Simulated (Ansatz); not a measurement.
Run this with Ansatz 0.2.0 through its Python package and show what comes out.

`field_c2h4bn.py`:
```python
"""Response of C2H4BN to a pair of distant point charges."""

import ansatz as az
import numpy as np

geometry_ang = [
    ("B", (-0.4929, 0.746, -0.5981)),
    ("C", (0.494, 0.2277, 0.2782)),
    ("C", (-0.1802, -1.0916, 0.205)),
    ("N", (-1.0201, -0.6207, -0.5803)),
    ("H", (-0.8201, 1.8166, -1.1269)),
    ("H", (1.5054, 0.2423, -0.1888)),
    ("H", (0.4951, 0.6665, 1.305)),
    ("H", (0.1109, -2.044, 0.6501)),
]
mol = az.Crystal.molecule()
for symbol, xyz in geometry_ang:
    mol = mol.atom(symbol, xyz)

model = (
    mol.calculation()
    .basis(gaussian="def2-SVPD")
    .functional("pbe")
    .forces()
)
# charges +q and -q at -R and +R make a nearly even field 2 k q / R^2 at the centre
centre = np.mean([site.position_ang for site in mol.cartesian_sites], axis=0)
field = 2 * 14.399645 * 2.0 / 40.0 ** 2


def dipole(axis, sign):
    arm = 40.0 * np.eye(3)[axis]
    pair = [{"charge": sign * 2.0, "position_ang": (centre - arm).tolist()}, {"charge": -sign * 2.0, "position_ang": (centre + arm).tolist()}]
    deck = model.input().set(az.key.basis.gaussian.point_charges, pair)
    return np.array(az.Session.from_dict(deck).plan().execute().report["charge_distribution"]["dipole_moment_e_ang"])


print(f"field {field:.4f} V/A")
alpha = np.array([(dipole(axis, 1) - dipole(axis, -1)) / (2 * field) * 14.399645 for axis in range(3)])
print("polarisability tensor (A^3)")
print(np.array2string(alpha, precision=3, suppress_small=True))
print(f"mean {np.trace(alpha) / 3:.3f} A^3 = {np.trace(alpha) / 3 / 0.14818471:.2f} bohr^3")
```

```console
$ python field_c2h4bn.py
field 0.0360 V/A
polarisability tensor (A^3)
[[ 6.233  0.107  1.042]
 [ 0.1    6.833 -0.535]
 [ 1.042 -0.528  5.686]]
mean 6.251 A^3 = 42.18 bohr^3
```

The geometry is a force-field or estimated start, not a minimum of this method, and the basis set is short of its limit. The field of two point charges is only nearly even. It ran for 18 s on 1 thread of Arm Neoverse V1, with other jobs on the host, peak memory 0.19 GiB.

(Lines on the test bed's own set-up are left out of the output.)
